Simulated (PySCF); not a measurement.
OSiClH, in a box:

```
O Si Cl H
1.0
    12.00000    0.00000    0.00000
     0.00000   11.00000    0.00000
     0.00000    0.00000   11.00000
O Si Cl H
1 1 1 1
Direct
  0.39265 0.53651 0.48219
  0.43082 0.42248 0.56981
  0.60921 0.42911 0.54351
  0.44536 0.58170 0.44109
```

The cell isn't the ideal one: atoms moved at random, drawn with an rms of 0.05 Å.

Base run:

- Program: PySCF 2.14.0
- Functional: r2SCAN0
- Dispersion: D3(BJ)
- Potentials or basis: def2-svp (all-electron)
- k mesh: 1 × 1 × 1
- Occupations: fixed
- Spin: no spin polarisation

Its results: gap between the frontier levels 5.88 eV.

Question: The run is repeated on the same cell with these changes: functional from r2SCAN0 to LC-wPBE. What comes out?

Answer: Gap between the frontier levels 10.55 eV.

Caveats: this is a molecule in a periodic box at the Γ point, so its band gap is the HOMO-LUMO gap; the basis of atomic orbitals isn't converged, which shifts pressures, moduli and gaps.

